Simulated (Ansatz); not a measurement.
# CHIN radical: geometry and frequencies at several levels

An exercise on one series of results from a longer session: the logs are not shown, and one member is left open.

Computed with Ansatz 0.2.0 (the levels named in each step, unless a step's input says otherwise).

### The starting structure

Bond lengths: C1–N2 1.137 Å, C1–H4 1.061 Å. Angles: N2–C1–H4 179.9°.

As a file:

```xyz
4

C    -0.4840    2.0868   -2.4082
N    -0.6371    3.0013   -3.0661
I     0.1188   -0.5386    0.5806
H    -0.3411    1.2345   -1.7934
```

Set-up of the first run:

The input, input.yaml:

```yaml
crystal:
  periodic: [false, false, false]
  atoms:
    - { symbol: C, position_ang: [-0.48401, 2.08676, -2.4082] }
    - { symbol: "N", position_ang: [-0.63712, 3.00134, -3.06608] }
    - { symbol: I, position_ang: [0.11884, -0.53857, 0.58057] }
    - { symbol: H, position_ang: [-0.34107, 1.23454, -1.79338] }
magnetization:
  spin_polarized: true
  initial_magnetization: 1
basis:
  gaussian: { orbitals: def2-SVP }
hamiltonian:
  xc: pbe
  dispersion: d4
relax:
  f_tol: 0.03
  max_steps: 200
```

On the command line:

```bash
$ ansatz run input.yaml --threads 2 --pin off --max-ram 5120MiB --backend cpu --events-out ev --progress --plain --runs-dir out
```

Among the steps run: A rough first relaxation, PBE-D4/def2-SVP; Relaxation, PBE0-D4/def2-TZVPP; Frequencies, PBE0-D4/def2-TZVPP; Relaxation, PBE-D4/def2-TZVPP; Frequencies, PBE-D4/def2-TZVPP; Relaxation, r2SCAN-D4/def2-TZVPP; Frequencies, r2SCAN-D4/def2-TZVPP; Relaxation, B3LYP-D4/def2-TZVPP; Frequencies, B3LYP-D4/def2-TZVPP; Relaxation, B2PLYP/def2-TZVPP.

One of the session's tables, all rows but one given; the rest of the session is left out.

It belongs to the step «Geometries side by side». 

| level | C1–N2 (Å) | rotational constants (MHz) | dipole (D) | highest frequency (cm⁻¹) |
| --- | --- | --- | --- | --- |
| PBE0-D4/def2-TZVPP | ? | ? | ? | ? |
| PBE-D4/def2-TZVPP | 1.1588 | 1019.9 | 3.55 | 3293 |
| r2SCAN-D4/def2-TZVPP | 1.1496 | 975.89 | 3.54 | 3390 |
| B3LYP-D4/def2-TZVPP | 1.1464 | 997.24 | 3.57 | 3399 |
| B2PLYP/def2-TZVPP | 1.1540 | 962.24 | 3.50 | - |

**Question.** Estimate the row for PBE0-D4/def2-TZVPP.

The run gave: C1–N2 (Å): 1.1459; rotational constants (MHz): 1009.1; dipole (D): 3.60; highest frequency (cm⁻¹): 3403. In the column «C1–N2 (Å)» it is the lowest.
